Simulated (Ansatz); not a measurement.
Born–Oppenheimer molecular dynamics of a periodic cell of 24 atoms, TaTlP$_{2}$O$_{8}$ (host TaTlP2O8, host structure P321). It goes on from the last frame of an earlier run, with new velocities.

Level of theory: DFT PBEsol, scalar-relativistic, plane waves, PAW (Ansatz). Settings: cutoff 420 eV, k mesh 2x1x1, fermi-dirac smearing 0.05 eV, no spin polarisation.

```yaml
ensemble: NVT, Langevin thermostat
time_step: 4.5 fs
steps_asked: 200
set_temperature: 1440 K
friction: 0.01 /fs
seed: 891396
```

First frame:

```xyz
24
Lattice="-2.6772 -4.6370 0.0000 8.0315 -4.6370 0.0000 0.0000 0.0000 8.3734" Properties=species:S:1:pos:R:3
Ta 2.316 -4.743 -0.199
Tl 3.620 -4.584 4.344
P 2.457 -1.710 1.664
P 5.042 -3.092 6.612
O 2.015 -6.205 7.023
O 3.507 -8.288 7.568
O 3.749 -3.939 6.917
O -1.349 -5.391 1.082
O 1.215 -5.732 1.108
O 2.516 -3.018 0.806
O 2.184 -1.861 3.094
O 5.540 -2.815 5.238
Ta -0.178 -0.006 0.063
Tl -0.002 0.057 4.334
P 5.155 -6.199 1.546
P -0.310 -3.022 6.556
O -0.004 -1.573 7.090
O 0.973 -3.755 6.984
O -1.583 -3.695 7.378
O 3.932 -5.529 0.749
O 6.512 -5.689 0.989
O 5.038 -7.737 1.214
O 5.122 -6.075 3.060
O -0.448 -2.806 5.041
```

Q: What does the run give?

A: All steps were run.

```yaml
steps_done: 200
time_covered: 900 fs
mean_temperature_over_the_second_half: 1413 K
spread_of_the_potential_energy_over_the_second_half: 24.3 meV per atom
mean_potential_energy_of_the_second_half_above_the_start: 90.7 meV per atom
```

A run of 0.9 ps of so small a system gives no equilibrium averages. Limits of this set-up: coarse k mesh.

Q: What happens to the structure?

A: Mean squared displacements from the first frame to the last, about the centre of mass: Ta 0.09 Å², Tl 0.07 Å², P 0.04 Å², O 0.37 Å². This is one draw of velocities; another would differ in detail.

Q: How do temperature and energy run in time?

A: 
```tsv
time (fs)	T (K)	potential energy less start (eV)
0.0	1380	0.000
72.0	969	1.808
144.0	1313	1.019
216.0	1731	0.522
288.0	1626	2.381
360.0	1692	1.330
432.0	1728	2.262
504.0	1619	2.286
576.0	1213	2.249
648.0	1222	3.097
720.0	1356	1.640
792.0	1717	2.286
864.0	1585	1.678
```

The run took 25 min on 1 thread of Arm Neoverse V1 (shared host), peak memory 0.68 GiB.
